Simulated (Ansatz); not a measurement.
# BaTa3: the cost of one run

Computed with Ansatz 0.2.0 (DFT PBE, scalar-relativistic, plane waves, PAW, unless a step's input says otherwise).

### 1 The system as given

Symmetry: P6_3/mmc, No. 194, hexagonal system. The conventional cell has a = 6.349 Å, b = 6.349 Å, c = 5.096 Å, α = 90.00°, β = 90.00°, γ = 120.00°. Around Ba (site symmetry -6m2) lie 12 Ta at 3.14 to 3.17 Å. Ta (site symmetry mm2) has 4 Ba at 3.14 to 3.17 Å and 8 Ta at 3.14 to 3.18 Å as nearest neighbours.

Coordinates:

```
CELL_PARAMETERS angstrom
6.34908 0.00000 0.00000
-3.17454 5.49847 0.00000
0.00000 0.00000 5.09612
ATOMIC_POSITIONS crystal
Ba 0.33333 0.66667 0.25000
Ba 0.66667 0.33333 0.75000
Ta 0.83300 0.66600 0.25000
Ta 0.16700 0.83300 0.75000
Ta 0.33400 0.16700 0.25000
Ta 0.16700 0.33400 0.75000
Ta 0.83300 0.16700 0.25000
Ta 0.66600 0.83300 0.75000
```

This is candidate A: Ni3Sn (D0_19) type (P6_3/mmc, No. 194).

(A quick probe on a coarse mesh, which set the mesh and smearing, is not shown.)

### 3 Coarse relaxation (candidate A)

The input, input.yaml:

```yaml
crystal:
  lattice:
    - [6.3490809678, 0.0, 0.0]
    - [-3.1745404839, 5.4984654088, 0.0]
    - [0.0, 0.0, 5.096117091]
  atoms:
    - { symbol: Ba, position: [0.3333333333, 0.6666666667, 0.25] }
    - { symbol: Ba, position: [0.6666666667, 0.3333333333, 0.75] }
    - { symbol: Ta, position: [0.833, 0.666, 0.25] }
    - { symbol: Ta, position: [0.167, 0.833, 0.75] }
    - { symbol: Ta, position: [0.334, 0.167, 0.25] }
    - { symbol: Ta, position: [0.167, 0.334, 0.75] }
    - { symbol: Ta, position: [0.833, 0.167, 0.25] }
    - { symbol: Ta, position: [0.666, 0.833, 0.75] }
basis:
  ecutwfc: 420
kpoints:
  mp_grid: { grid: [3, 3, 4] }
hamiltonian:
  xc: pbe
scf:
  occupations: { method: gaussian, width: 0.1 }
  lower_state_search: "off"
output:
  forces: true
  stress: true
  eigenvalues: true
relax:
  adjacent_minimum: "off"
  f_tol: 0.04
  max_steps: 70
  cell: { stress_tol: 0.4 }
```

On the command line:

```bash
$ ansatz run input.yaml --threads 1 --pin off --max-ram 2560MiB --backend cpu --events-out ev --progress --plain --runs-dir out
```

Q: Estimate wall time and peak memory on 1 thread of Intel Xeon Platinum 8375C at 2.90GHz (Ice Lake), shared host.

About 44 s, with a peak of 0.54 GiB.
